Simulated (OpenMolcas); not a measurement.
# BBr2Cl (dibromo(chloro)borane) at O3LYP/pcseg-0

What is the vertical ionisation energy of BBr2Cl (dibromo(chloro)borane) at O3LYP/pcseg-0? 

The results are computed with OpenMolcas 26.06.

## (1) The structure to begin with

BBr2Cl: 4 atoms, total charge 0, spin state singlet. As SMILES, `ClB(Br)Br`. Geometry: relaxed at GFN2-xTB.

Bond lengths: Cl1–B2 1.723 Å, B2–Br3 1.879 Å, B2–Br4 1.879 Å. Angles: Cl1–B2–Br3 120.9°, Cl1–B2–Br4 120.9°, Br3–B2–Br4 118.2°.

## (2) The energy at O3LYP/pcseg-0

File job.inp:

```
&gateway
baslib
$CurrDir
coord
4
angstrom
Cl      -0.200560      -1.646540       0.631150
B       -0.014330      -0.043980       0.026350
Br       1.264040       1.121500       0.759730
Br      -1.049150       0.569030      -1.417240
basis
pcseg-0
group
NoSym
&seward
&scf
ksdft
O3LYP
prorbitals
0
```

The basis set pcseg-0 is read from a file made from the Basis Set Exchange's data (not shown).

Started as:

```console
$ export MOLCAS_MEM=1860
$ pymolcas job.inp > job.log
```

What it wrote:

```text
--- Start Module: gateway ---
[...]
--- Stop Module: gateway /rc=_RC_ALL_IS_WELL_ ---
--- Start Module: seward ---
[...]
      Basis functions           66
--- Stop Module: seward /rc=_RC_ALL_IS_WELL_ ---
[...]
--- Start Module: scf ---
[...]
       Convergence after  11 Iterations
[...]
::    Total KS-DFT energy                           -5627.7444311930
[...]
      Total spin, S                                     0.0000000000
[...]
      Total electronic charge=   92.000000
      Total            charge=   -0.000000
[...]
      Dipole Moment (debye):
      Origin of the operator (angstrom)=    0.0480    0.3697   -0.1449
                   X=  5.7444E-03               Y=  1.6902E-01               Z= -4.9011E-02           Total=  1.7608E-01
      Quadrupole Moment (debye*angstrom):
[...]
--- Stop Module: scf /rc=_RC_ALL_IS_WELL_ ---
[...]
```

Wall time 4.2 s (1 thread of Arm Neoverse V1, shared host); peak memory 0.41 GiB.

## (3) The doublet cation, same level

File job.inp:

```
&gateway
 baslib
 $CurrDir
 coord
 4
 angstrom
 Cl      -0.200560      -1.646540       0.631150
 B       -0.014330      -0.043980       0.026350
 Br       1.264040       1.121500       0.759730
 Br      -1.049150       0.569030      -1.417240
 basis
 pcseg-0
 group
 NoSym

&seward

&scf
 uhf
 charge
 1
 spin
 2
 ksdft
 O3LYP
 prorbitals
 0
```

The basis set pcseg-0 is read from a file made from the Basis Set Exchange's data (not shown).

Started as:

```console
$ export MOLCAS_MEM=1860
$ pymolcas job.inp > job.log
```

What it wrote:

```text
--- Start Module: gateway ---
[...]
--- Stop Module: gateway /rc=_RC_ALL_IS_WELL_ ---
--- Start Module: seward ---
[...]
      Basis functions           66
--- Stop Module: seward /rc=_RC_ALL_IS_WELL_ ---
[...]
--- Start Module: scf ---
[...]
       Convergence after  20 Iterations
[...]
::    Total KS-DFT energy                           -5627.3520397972
[...]
      Total spin, S                                     0.5008337153
[...]
      Total electronic charge=   91.000000
      Total            charge=    1.000000
[...]
      Dipole Moment (debye):
      Origin of the operator (angstrom)=    0.0480    0.3697   -0.1449
                   X= -4.0142E-02               Y= -1.9944E-01               Z=  9.3424E-02           Total=  2.2387E-01
      Center of Charge (angstrom)
[...]
--- Stop Module: scf /rc=_RC_ALL_IS_WELL_ ---
[...]
```

Wall time 7.5 s (1 thread of Arm Neoverse V1, shared host); peak memory 0.41 GiB.

## (4) Results

Level: O3LYP/pcseg-0.

| quantity | value |
| --- | --- |
| singlet BBr2Cl: total energy | -5627.74443 Eh |
| singlet BBr2Cl: dipole moment | 0.18 D |
| singlet BBr2Cl: HOMO energy | -7.90 eV |
| singlet BBr2Cl: LUMO energy | -2.33 eV |
| singlet BBr2Cl: HOMO–LUMO gap | 5.57 eV |
| doublet cation: total energy | -5627.35204 Eh |
| doublet cation: HOMO energy (highest over α and β) | -14.76 eV |
| doublet cation: LUMO energy (lowest over α and β) | -13.42 eV |
| doublet cation: ⟨S²⟩ | 0.752 |
| vertical ionisation energy (to the doublet cation) | 10.678 eV |

**Reading.** The vertical ionisation energy comes to 10.68 eV (246 kcal/mol). The negative HOMO energy of the first species, 7.90 eV, lies 2.78 eV below that difference.
